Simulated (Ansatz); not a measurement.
Geometry optimisation, DFT PBE, scalar-relativistic, plane waves, PAW (Ansatz).

input.yaml

```yaml
accuracy: low
crystal:
  lattice:
    - [0.0, 5.43, 5.43]
    - [5.43, 0.0, 5.43]
    - [5.43, 5.43, 0.0]
  atoms:
    - { symbol: Si, position: [0.0, 0.0, 0.0] }
    - { symbol: Si, position: [0.125, 0.125, 0.125] }
    - { symbol: Si, position: [0.0, 0.0, 0.5] }
    - { symbol: Si, position: [0.125, 0.125, 0.625] }
    - { symbol: Si, position: [0.0, 0.5, 0.0] }
    - { symbol: Si, position: [0.125, 0.625, 0.125] }
    - { symbol: Si, position: [0.0, 0.5, 0.5] }
    - { symbol: Si, position: [0.125, 0.625, 0.625] }
    - { symbol: Si, position: [0.5, 0.0, 0.0] }
    - { symbol: Si, position: [0.625, 0.125, 0.125] }
    - { symbol: Si, position: [0.5, 0.0, 0.5] }
    - { symbol: Si, position: [0.625, 0.125, 0.625] }
    - { symbol: Si, position: [0.5, 0.5, 0.0] }
    - { symbol: Si, position: [0.625, 0.625, 0.125] }
    - { symbol: Si, position: [0.5, 0.5, 0.5] }
    - { symbol: Si, position: [0.625, 0.625, 0.625] }
    - { symbol: Au, position: [0.8083724, 0.8217819, 0.5618825], spin: 1.0 }
magnetization:
  spin_polarized: true
basis:
  ecutwfc: 420.0
kpoints:
  mp_grid: { grid: [2, 2, 2] }
hamiltonian:
  xc: pbe
  pseudopotentials: { kind: paw, azcp: { folder: soft_1 } }
scf:
  occupations: { method: fermi_dirac, width: 0.02 }
  lower_state_search: "off"
relax:
  f_tol: 0.08
  max_steps: 25
  adjacent_minimum: "off"
```

Launched with:

```bash
$ ansatz run input.yaml --threads 2 --pin off --max-ram 5120MiB --backend cpu --events-out ev --progress --plain --runs-dir out
```

Task: Where does it end, and by what steps?

Result: The run converged. Limits of this set-up: coarse k mesh, a small cell, in which the defect meets its images, low accuracy level. After 3 steps the energy has fallen by 2.297 eV; Si15 moved furthest, 0.36 Å.

```json
{"step": "0", "energy less start (eV)": "0.0000", "largest force component (eV/Å)": "4.823", "accepted": "yes"}
{"step": "1", "energy less start (eV)": "-2.0521", "largest force component (eV/Å)": "1.155", "accepted": "yes"}
{"step": "2", "energy less start (eV)": "-2.2850", "largest force component (eV/Å)": "0.170", "accepted": "yes"}
{"step": "3", "energy less start (eV)": "-2.2971", "largest force component (eV/Å)": "0.053", "accepted": "yes"}
```

```xyz
17
Lattice="0.0000 5.4300 5.4300 5.4300 0.0000 5.4300 5.4300 5.4300 0.0000" Properties=species:S:1:pos:R:3
Si 0.198 0.194 -0.194
Si 1.435 1.431 1.380
Si 2.830 2.827 0.140
Si 4.283 4.279 1.151
Si 2.643 0.019 2.791
Si 4.055 1.431 3.999
Si 5.295 2.827 2.604
Si 6.677 4.209 4.187
Si 0.023 2.638 2.792
Si 1.435 4.050 3.999
Si 2.830 5.290 2.603
Si 4.213 6.673 4.187
Si 2.643 2.639 5.411
Si 3.880 3.875 6.985
Si 5.225 5.221 5.640
Si 6.677 6.674 6.651
Au 7.470 7.464 8.826
```

Whether the end is a true minimum wasn't checked by a vibrational analysis.

Time of the run: 37 s on 2 threads of Arm Neoverse V1 (shared host), peak memory 0.72 GiB.
